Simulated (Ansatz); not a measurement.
# Cl− with SiNH5: interaction against distance, part 3 of 3

Ansatz 0.2.0, Gaussian basis. Earlier steps stand in the parts before.

**12. B moved by +1.07 Å, wB97M-V/def2-TZVPPD**

ab/in.yaml reads:

```yaml
crystal:
  periodic: [false, false, false]
  atoms:
    - {symbol: Cl, position_ang: [0.071427, -0.838571, -3.170176]}
    - {symbol: Si, position_ang: [0.374585, 0.333611, 1.954895]}
    - {symbol: N, position_ang: [-0.857957, 0.317193, 0.782676]}
    - {symbol: H, position_ang: [0.897051, -1.042865, 2.183029]}
    - {symbol: H, position_ang: [1.579581, 1.197929, 1.715785]}
    - {symbol: H, position_ang: [-0.195306, 0.825059, 3.252373]}
    - {symbol: H, position_ang: [-1.427772, 1.145554, 0.697223]}
    - {symbol: H, position_ang: [-0.604903, -0.020789, -0.168093]}
basis:
  gaussian: {orbitals: "def2-TZVPPD.json"}
total_charge: -1
hamiltonian: {xc: {name: wB97M-V}}
```

a/in.yaml reads:

```yaml
crystal:
  periodic: [false, false, false]
  atoms:
    - {symbol: Cl, position_ang: [0.071427, -0.838571, -3.170176]}
basis:
  gaussian:
    orbitals: "def2-TZVPPD.json"
    ghost_atoms:
      - {symbol: Si, position_ang: [0.374585, 0.333611, 1.954895]}
      - {symbol: N, position_ang: [-0.857957, 0.317193, 0.782676]}
      - {symbol: H, position_ang: [0.897051, -1.042865, 2.183029]}
      - {symbol: H, position_ang: [1.579581, 1.197929, 1.715785]}
      - {symbol: H, position_ang: [-0.195306, 0.825059, 3.252373]}
      - {symbol: H, position_ang: [-1.427772, 1.145554, 0.697223]}
      - {symbol: H, position_ang: [-0.604903, -0.020789, -0.168093]}
total_charge: -1
hamiltonian: {xc: {name: wB97M-V}}
```

b/in.yaml reads:

```yaml
crystal:
  periodic: [false, false, false]
  atoms:
    - {symbol: Si, position_ang: [0.374585, 0.333611, 1.954895]}
    - {symbol: N, position_ang: [-0.857957, 0.317193, 0.782676]}
    - {symbol: H, position_ang: [0.897051, -1.042865, 2.183029]}
    - {symbol: H, position_ang: [1.579581, 1.197929, 1.715785]}
    - {symbol: H, position_ang: [-0.195306, 0.825059, 3.252373]}
    - {symbol: H, position_ang: [-1.427772, 1.145554, 0.697223]}
    - {symbol: H, position_ang: [-0.604903, -0.020789, -0.168093]}
basis:
  gaussian:
    orbitals: "def2-TZVPPD.json"
    ghost_atoms:
      - {symbol: Cl, position_ang: [0.071427, -0.838571, -3.170176]}
hamiltonian: {xc: {name: wB97M-V}}
```

One command serves all of them, each in its own folder.

Command:

```bash
$ ansatz run in.yaml --threads 4 --pin off --events-out ev --progress --plain --max-ram 9574MiB
```

Output in ab, shortened:

```text
Functional definition: wB97M-V
  name "wB97M-V"
  cite "Mardirossian & Head-Gordon, J. Chem. Phys. 144, 214110 (2016) doi:10.1063/1.4952647"
  cite "Becke, J. Chem. Phys. 107, 8554 (1997) doi:10.1063/1.475007"
  cite "Vydrov & Van Voorhis, J. Chem. Phys. 133, 244103 (2010) doi:10.1063/1.3521275"
  # Of w^i u^j: cxij and so on, Table III.
[...]
  gx(w, u) = 1 - cx + cx01*u + cx10*w
[...]
      + integral(e_c_pw_mod_opposite_spin*gos(b97_w_opposite, b97_u_opposite)) + vv10(b, c)
1111 factors; their error is unknown
298 factors; integrals over basis functions are off by at most 5.1e-5 eV
[...]
mean field -21973.66366412 eV, -807.5172453724 hartree, gradient 3.5e-5 eV, S^2 0.000000; 0 other end points of the search recorded, 0 dependent functions left out
reference -21973.66373166 eV, -807.5172478543 hartree; 22, 22 occupied and 199, 199 virtual orbitals, 1111 factors
Total energy: -21973.66373166 eV, -807.5172478543 hartree
```

a printed, shortened:

```text
[... 5 set-up lines as earlier in the session ...]
  # Of w^i u^j: cxij and so on, Table III.
[...]
  gx(w, u) = 1 - cx + cx01*u + cx10*w
[...]
      + integral(e_c_pw_mod_opposite_spin*gos(b97_w_opposite, b97_u_opposite)) + vv10(b, c)
1066 factors; their error is unknown
285 factors; integrals over basis functions are off by at most 5.2e-5 eV
[...]
mean field -12524.30813553 eV, -460.2598346998 hartree, gradient 1.6e-5 eV, S^2 0.000000; 0 other end points of the search recorded, 0 dependent functions left out
reference -12524.30819363 eV, -460.2598368348 hartree; 9, 9 occupied and 212, 212 virtual orbitals, 1066 factors
Total energy: -12524.30819363 eV, -460.2598368348 hartree
```

Output in b, shortened:

```text
[... 5 set-up lines as earlier in the session ...]
  # Of w^i u^j: cxij and so on, Table III.
[...]
  gx(w, u) = 1 - cx + cx01*u + cx10*w
[...]
      + integral(e_c_pw_mod_opposite_spin*gos(b97_w_opposite, b97_u_opposite)) + vv10(b, c)
1107 factors; their error is unknown
290 factors; integrals over basis functions are off by at most 5.5e-5 eV
[...]
mean field -9448.96682081 eV, -347.2431259249 hartree, gradient 8.2e-5 eV, S^2 0.000000; 0 other end points of the search recorded, 0 dependent functions left out
reference -9448.96687519 eV, -347.2431279233 hartree; 13, 13 occupied and 208, 208 virtual orbitals, 1107 factors
Total energy: -9448.96687519 eV, -347.2431279233 hartree
```

Times: 7 s (ab), 4.4 s (a), 5.5 s (b) on 4 threads of Arm Neoverse V1, shared host.

This point gives -8.96 kcal/mol.

**13. B moved by +1.07 Å, CCSD(T)/def2-TZVPPD**

The same edit goes into each in.yaml of step 12 (ab, a, b):

```diff
-hamiltonian: {xc: {name: wB97M-V}}
+correlation: {method: ccsd_t}
```

The same command starts each run, in its folder.

Command:

```bash
$ ansatz run in.yaml --threads 4 --pin off --events-out ev --progress --plain --max-ram 9574MiB
```

ab printed, shortened:

```text
[... 4 set-up lines as earlier in the session ...]
[...]
1243 factors; integrals over basis functions are off by at most 1.1e-3 eV
[...]
mean field -21930.35059988 eV, -805.9255196201 hartree, gradient 2.5e-6 eV, S^2 0.000000; 0 other end points of the search recorded, 0 dependent functions left out
11 core orbitals not correlated: weight in the atoms' cores, before any rotation towards them, 1.000 or more for the frozen orbitals, at most 0.000 for the correlated occupied ones
reference -21930.35059988 eV, -805.9255196201 hartree; 11, 11 occupied and 199, 199 virtual orbitals, 1243 factors
second order -15.24653343 eV of doubles, -0.00000000 eV of singles
cycle   1  -16.06008401 eV  change   -8.1e-1 eV  update   7.8e-2
[...]
cycle  10  -16.50085945 eV  change   -1.1e-5 eV  update   1.3e-5
perturbative correction -0.60045315 eV, -0.0220662464 hartree
Total energy: -21947.45191248 eV, -806.5539812665 hartree
```

a printed, shortened:

```text
[... 4 set-up lines as earlier in the session ...]
[...]
1243 factors; integrals over basis functions are off by at most 1.1e-3 eV
[...]
mean field -12505.39402014 eV, -459.5647537797 hartree, gradient 6.6e-6 eV, S^2 0.000000; 0 other end points of the search recorded, 0 dependent functions left out
5 core orbitals not correlated: weight in the atoms' cores, before any rotation towards them, 1.000 or more for the frozen orbitals, at most 0.000 for the correlated occupied ones
reference -12505.39402014 eV, -459.5647537797 hartree; 4, 4 occupied and 212, 212 virtual orbitals, 1243 factors
second order -5.55457724 eV of doubles, -0.00000000 eV of singles
cycle   1  -5.86398353 eV  change   -3.1e-1 eV  update   4.0e-2
[...]
cycle  10  -5.98103265 eV  change   -3.3e-6 eV  update   4.9e-6
perturbative correction -0.24607638 eV, -0.0090431403 hartree
Total energy: -12511.62112917 eV, -459.7935958158 hartree
```

Output in b, shortened:

```text
[... 4 set-up lines as earlier in the session ...]
[...]
1244 factors; integrals over basis functions are off by at most 1.1e-3 eV
[...]
mean field -9424.61128942 eV, -346.3480766553 hartree, gradient 1.4e-6 eV, S^2 0.000000; 0 other end points of the search recorded, 0 dependent functions left out
6 core orbitals not correlated: weight in the atoms' cores, before any rotation towards them, 1.000 or more for the frozen orbitals, at most 0.000 for the correlated occupied ones
reference -9424.61128942 eV, -346.3480766553 hartree; 7, 7 occupied and 208, 208 virtual orbitals, 1244 factors
second order -9.65762867 eV of doubles, -0.00000000 eV of singles
cycle   1  -10.17170649 eV  change   -5.1e-1 eV  update   6.6e-2
[...]
cycle   9  -10.49511834 eV  change   -3.5e-6 eV  update   1.3e-5
perturbative correction -0.34665601 eV, -0.0127393735 hartree
Total energy: -9435.45306377 eV, -346.7465045139 hartree
```

They took 53 s (ab), 14 s (a), 25 s (b) on 4 threads of Arm Neoverse V1, shared host; peak memory 3.2 GiB.

Interaction: -8.71 kcal/mol.

**14. B moved by +2.14 Å, wB97M-V/def2-TZVPPD**

ab/in.yaml reads:

```yaml
crystal:
  periodic: [false, false, false]
  atoms:
    - {symbol: Cl, position_ang: [0.071427, -0.838571, -3.170176]}
    - {symbol: Si, position_ang: [0.351257, 0.607486, 2.990268]}
    - {symbol: N, position_ang: [-0.881285, 0.591068, 1.818049]}
    - {symbol: H, position_ang: [0.873723, -0.768991, 3.218402]}
    - {symbol: H, position_ang: [1.556253, 1.471804, 2.751157]}
    - {symbol: H, position_ang: [-0.218634, 1.098934, 4.287746]}
    - {symbol: H, position_ang: [-1.451099, 1.419428, 1.732596]}
    - {symbol: H, position_ang: [-0.628231, 0.253085, 0.867279]}
basis:
  gaussian: {orbitals: "def2-TZVPPD.json"}
total_charge: -1
hamiltonian: {xc: {name: wB97M-V}}
```

a/in.yaml reads:

```yaml
crystal:
  periodic: [false, false, false]
  atoms:
    - {symbol: Cl, position_ang: [0.071427, -0.838571, -3.170176]}
basis:
  gaussian:
    orbitals: "def2-TZVPPD.json"
    ghost_atoms:
      - {symbol: Si, position_ang: [0.351257, 0.607486, 2.990268]}
      - {symbol: N, position_ang: [-0.881285, 0.591068, 1.818049]}
      - {symbol: H, position_ang: [0.873723, -0.768991, 3.218402]}
      - {symbol: H, position_ang: [1.556253, 1.471804, 2.751157]}
      - {symbol: H, position_ang: [-0.218634, 1.098934, 4.287746]}
      - {symbol: H, position_ang: [-1.451099, 1.419428, 1.732596]}
      - {symbol: H, position_ang: [-0.628231, 0.253085, 0.867279]}
total_charge: -1
hamiltonian: {xc: {name: wB97M-V}}
```

b/in.yaml reads:

```yaml
crystal:
  periodic: [false, false, false]
  atoms:
    - {symbol: Si, position_ang: [0.351257, 0.607486, 2.990268]}
    - {symbol: N, position_ang: [-0.881285, 0.591068, 1.818049]}
    - {symbol: H, position_ang: [0.873723, -0.768991, 3.218402]}
    - {symbol: H, position_ang: [1.556253, 1.471804, 2.751157]}
    - {symbol: H, position_ang: [-0.218634, 1.098934, 4.287746]}
    - {symbol: H, position_ang: [-1.451099, 1.419428, 1.732596]}
    - {symbol: H, position_ang: [-0.628231, 0.253085, 0.867279]}
basis:
  gaussian:
    orbitals: "def2-TZVPPD.json"
    ghost_atoms:
      - {symbol: Cl, position_ang: [0.071427, -0.838571, -3.170176]}
hamiltonian: {xc: {name: wB97M-V}}
```

The same command starts each run, in its folder.

Command:

```bash
$ ansatz run in.yaml --threads 4 --pin off --events-out ev --progress --plain --max-ram 9574MiB
```

Log of ab, shortened:

```text
[... 5 set-up lines as earlier in the session ...]
  # Of w^i u^j: cxij and so on, Table III.
[...]
  gx(w, u) = 1 - cx + cx01*u + cx10*w
[...]
      + integral(e_c_pw_mod_opposite_spin*gos(b97_w_opposite, b97_u_opposite)) + vv10(b, c)
1111 factors; their error is unknown
298 factors; integrals over basis functions are off by at most 5.6e-5 eV
[...]
mean field -21973.48362874 eV, -807.5106291942 hartree, gradient 2.9e-5 eV, S^2 0.000000; 0 other end points of the search recorded, 0 dependent functions left out
reference -21973.48369915 eV, -807.5106317814 hartree; 22, 22 occupied and 199, 199 virtual orbitals, 1111 factors
Total energy: -21973.48369915 eV, -807.5106317814 hartree
```

Output in a, shortened:

```text
[... 5 set-up lines as earlier in the session ...]
  # Of w^i u^j: cxij and so on, Table III.
[...]
  gx(w, u) = 1 - cx + cx01*u + cx10*w
[...]
      + integral(e_c_pw_mod_opposite_spin*gos(b97_w_opposite, b97_u_opposite)) + vv10(b, c)
1066 factors; their error is unknown
285 factors; integrals over basis functions are off by at most 5.6e-5 eV
[...]
mean field -12524.30746919 eV, -460.2598102121 hartree, gradient 5.5e-5 eV, S^2 0.000000; 0 other end points of the search recorded, 0 dependent functions left out
reference -12524.30752267 eV, -460.2598121775 hartree; 9, 9 occupied and 212, 212 virtual orbitals, 1066 factors
Total energy: -12524.30752267 eV, -460.2598121775 hartree
```

b printed, shortened:

```text
[... 5 set-up lines as earlier in the session ...]
  # Of w^i u^j: cxij and so on, Table III.
[...]
  gx(w, u) = 1 - cx + cx01*u + cx10*w
[...]
      + integral(e_c_pw_mod_opposite_spin*gos(b97_w_opposite, b97_u_opposite)) + vv10(b, c)
1107 factors; their error is unknown
290 factors; integrals over basis functions are off by at most 6.3e-5 eV
[...]
mean field -9448.96649567 eV, -347.2431139765 hartree, gradient 8.1e-5 eV, S^2 0.000000; 0 other end points of the search recorded, 0 dependent functions left out
reference -9448.96654830 eV, -347.2431159103 hartree; 13, 13 occupied and 208, 208 virtual orbitals, 1107 factors
Total energy: -9448.96654830 eV, -347.2431159103 hartree
```

Wall times: 7 s (ab), 3.8 s (a), 4.9 s (b) on 4 threads of Arm Neoverse V1, shared host.

ab − a − b = -4.83 kcal/mol.

**15. B moved by +2.14 Å, CCSD(T)/def2-TZVPPD**

The same edit goes into each in.yaml of step 14 (ab, a, b):

```diff
-hamiltonian: {xc: {name: wB97M-V}}
+correlation: {method: ccsd_t}
```

Each run has its own folder and the same command.

Command:

```bash
$ ansatz run in.yaml --threads 4 --pin off --events-out ev --progress --plain --max-ram 9574MiB
```

Output in ab, shortened:

```text
[... 4 set-up lines as earlier in the session ...]
[...]
1243 factors; integrals over basis functions are off by at most 8.2e-4 eV
[...]
mean field -21930.20263068 eV, -805.9200818523 hartree, gradient 2.3e-6 eV, S^2 0.000000; 0 other end points of the search recorded, 0 dependent functions left out
11 core orbitals not correlated: weight in the atoms' cores, before any rotation towards them, 1.000 or more for the frozen orbitals, at most 0.000 for the correlated occupied ones
reference -21930.20263068 eV, -805.9200818523 hartree; 11, 11 occupied and 199, 199 virtual orbitals, 1243 factors
second order -15.21247503 eV of doubles, -0.00000000 eV of singles
cycle   1  -16.03322383 eV  change   -8.2e-1 eV  update   7.7e-2
[...]
cycle  10  -16.47299129 eV  change   -1.2e-5 eV  update   1.3e-5
perturbative correction -0.59349616 eV, -0.0218105817 hartree
Total energy: -21947.26911814 eV, -806.5472636982 hartree
```

a printed, shortened:

```text
[... 4 set-up lines as earlier in the session ...]
[...]
1243 factors; integrals over basis functions are off by at most 8.2e-4 eV
[...]
mean field -12505.39355048 eV, -459.5647365200 hartree, gradient 6.9e-6 eV, S^2 0.000000; 0 other end points of the search recorded, 0 dependent functions left out
5 core orbitals not correlated: weight in the atoms' cores, before any rotation towards them, 1.000 or more for the frozen orbitals, at most 0.000 for the correlated occupied ones
reference -12505.39355048 eV, -459.5647365200 hartree; 4, 4 occupied and 212, 212 virtual orbitals, 1243 factors
second order -5.54820476 eV of doubles, -0.00000000 eV of singles
cycle   1  -5.85820840 eV  change   -3.1e-1 eV  update   4.0e-2
[...]
cycle  10  -5.97507542 eV  change   -3.0e-6 eV  update   4.9e-6
perturbative correction -0.24476225 eV, -0.0089948469 hartree
Total energy: -12511.61338815 eV, -459.7933113385 hartree
```

Output in b, shortened:

```text
[... 4 set-up lines as earlier in the session ...]
[...]
1244 factors; integrals over basis functions are off by at most 8.2e-4 eV
[...]
mean field -9424.61107164 eV, -346.3480686521 hartree, gradient 1.4e-6 eV, S^2 0.000000; 0 other end points of the search recorded, 0 dependent functions left out
6 core orbitals not correlated: weight in the atoms' cores, before any rotation towards them, 1.000 or more for the frozen orbitals, at most 0.000 for the correlated occupied ones
reference -9424.61107164 eV, -346.3480686521 hartree; 7, 7 occupied and 208, 208 virtual orbitals, 1244 factors
second order -9.65634676 eV of doubles, -0.00000000 eV of singles
cycle   1  -10.17059124 eV  change   -5.1e-1 eV  update   6.6e-2
[...]
cycle   9  -10.49397343 eV  change   -3.2e-6 eV  update   1.2e-5
perturbative correction -0.34650833 eV, -0.0127339464 hartree
Total energy: -9435.45155341 eV, -346.7464490091 hartree
```

Times: 53 s (ab), 14 s (a), 24 s (b) on 4 threads of Arm Neoverse V1, shared host; peak memory 3.2 GiB.

Interaction: -4.71 kcal/mol.

**16. The curves**

```csv
shift (Å),Cl1–H8 (Å),PBE-D4,r2SCAN-D4,PBE0-D4,B3LYP-D4,wB97M-V,Hartree-Fock,MP2,CCSD,CCSD(T)
-0.21,1.94,-15.42,-14.55,-14.71,-14.00,-12.95,-7.14,-12.89,-11.37,-12.28
-0.11,2.04,-16.24,-15.42,-15.57,-15.06,-14.11,-9.10,-13.95,-12.69,-13.48
0.00,2.14,-16.42,-15.65,-15.80,-15.43,-14.57,-10.25,-14.33,-13.28,-13.97
0.11,2.25,-16.19,-15.47,-15.60,-15.35,-14.55,-10.83,-14.27,-13.39,-13.99
0.26,2.39,-15.45,-14.77,-14.89,-14.76,-14.03,-11.00,-13.71,-13.03,-13.52
0.54,2.66,-13.51,-12.89,-13.00,-12.99,-12.36,-10.28,-12.04,-11.60,-11.94
1.07,3.18,-9.83,-9.30,-9.43,-9.49,-8.96,-7.96,-8.75,-8.53,-8.71
2.14,4.24,-5.38,-4.98,-5.15,-5.30,-4.83,-4.57,-4.75,-4.66,-4.71
```

Energies in kcal/mol.

What each level costs and misses (shared host):

```csv
method,RMS deviation from CCSD(T) (kcal/mol),mean time a point
PBE-D4,2.13,4 s
r2SCAN-D4,1.45,8.1 s
PBE0-D4,1.58,5 s
B3LYP-D4,1.28,5.4 s
wB97M-V,0.50,17 s
Hartree-Fock,3.15,part of the CCSD(T) run
MP2,0.32,part of the CCSD(T) run
CCSD,0.58,part of the CCSD(T) run
CCSD(T),0,91 s
```

The best functional, wB97M-V, misses by 0.50 kcal/mol and takes 17 s a point, against 91 s for CCSD(T).

**17. Outcome**

What follows sums up all 3 parts.

| quantity | value |
| --- | --- |
| deepest point, CCSD(T) | -13.99 kcal/mol at +0.11 Å |
| at the longest distance | -4.71 kcal/mol at +2.14 Å |
| at the shortest | -12.28 kcal/mol at -0.21 Å |
| RMS deviation from CCSD(T) | PBE-D4 2.13, r2SCAN-D4 1.45, PBE0-D4 1.58, B3LYP-D4 1.28, wB97M-V 0.50, Hartree-Fock 3.15, MP2 0.32, CCSD 0.58 kcal/mol |

What this shows: Of the points run, CCSD(T) in this basis is lowest 0.11 Å farther out than the PBE0-D4 geometry. At +2.14 Å, 34 % of the binding is left. MP2 follows best and Hartree-Fock worst.
